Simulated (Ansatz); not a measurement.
# H4O3SeTi: small, medium and large basis sets

An exercise on one series of results from a longer session: the logs are not shown, and one member is left open.

The runs use Ansatz 0.2.0, Gaussian basis; one geometry, several basis sets.

Plan: PBE0-D4/def2-SVP; ωB97M-V/def2-SVP; PBE0-D4/def2-QZVPP; ωB97M-V/def2-QZVPP; the functionals' def2-TZVPP values are taken from earlier runs.

3 further runs of the same task are left out: 3 that didn't finish.

## The geometry

All runs share one geometry, relaxed beforehand with PBE0-D4 in a triple-zeta def2 set.

9 atoms, charge 0, spin multiplicity 1.

Atoms are counted from 1 here; the program's logs count them from 0.

Bond lengths: O1–Ti2 1.791 Å, O1–H6 0.958 Å, Ti2–O3 1.785 Å, Ti2–O4 1.782 Å, Ti2–Se5 2.451 Å, O3–H7 0.958 Å, O4–H8 0.957 Å, Se5–H9 1.472 Å. Angles: Ti2–O1–H6 130.8°, O1–Ti2–O3 111.5°, O1–Ti2–O4 110.2°, O1–Ti2–Se5 110.6°, O3–Ti2–O4 112.3°, O3–Ti2–Se5 104.2°, O4–Ti2–Se5 107.8°, Ti2–O3–H7 132.5°, Ti2–O4–H8 136.3°, Ti2–Se5–H9 91.1°.

Set-up of the first run:

Input file in.yaml:

```yaml
crystal:
  periodic: [false, false, false]
  atoms:
    - {symbol: O, position_ang: [-0.225133, 1.196671, -1.418167]}
    - {symbol: Ti, position_ang: [0.259223, 0.038521, -0.141137]}
    - {symbol: O, position_ang: [2.025198, -0.224538, -0.131074]}
    - {symbol: O, position_ang: [-0.650841, -1.483472, -0.311962]}
    - {symbol: Se, position_ang: [-0.223114, 0.952537, 2.081129]}
    - {symbol: H, position_ang: [-0.963933, 1.183777, -2.028505]}
    - {symbol: H, position_ang: [2.562304, -1.005249, 0.011544]}
    - {symbol: H, position_ang: [-1.128332, -2.073079, 0.271527]}
    - {symbol: H, position_ang: [-1.566970, 1.368631, 1.649546]}
basis:
  gaussian: {orbitals: def2-SVP}
hamiltonian: {xc: pbe0, dispersion: d4}
output: {orbitals: {seedname: orbitals}}
```

Launch:

```
$ ansatz run in.yaml --threads 2 --pin off --events-out ev --progress --plain --max-ram 32768MiB --backend cpu
```

Steps of the session up to this table: PBE0-D4 in def2-SVP; ωB97M-V in def2-SVP; PBE0-D4 in def2-QZVPP; ωB97M-V in def2-QZVPP.

One of the session's tables, all rows but one given; the rest of the session is left out.

It belongs to the step «Density functionals: the series». 

```
functional       basis  HOMO (eV)  LUMO (eV)
   PBE0-D4    def2-SVP      -6.65      -1.73
   PBE0-D4  def2-TZVPP      -6.86      -1.87
   PBE0-D4  def2-QZVPP          ?          ?
   ωB97M-V    def2-SVP      -8.72       0.50
   ωB97M-V  def2-TZVPP      -8.96       0.30
   ωB97M-V  def2-QZVPP      -8.98       0.21
```

**Question.** Estimate the row for PBE0-D4, def2-QZVPP.

The run gave: HOMO (eV): -6.88; LUMO (eV): -1.90. In the column «HOMO (eV)» it lies between ωB97M-V, def2-SVP (-8.72) and PBE0-D4, def2-TZVPP (-6.86).
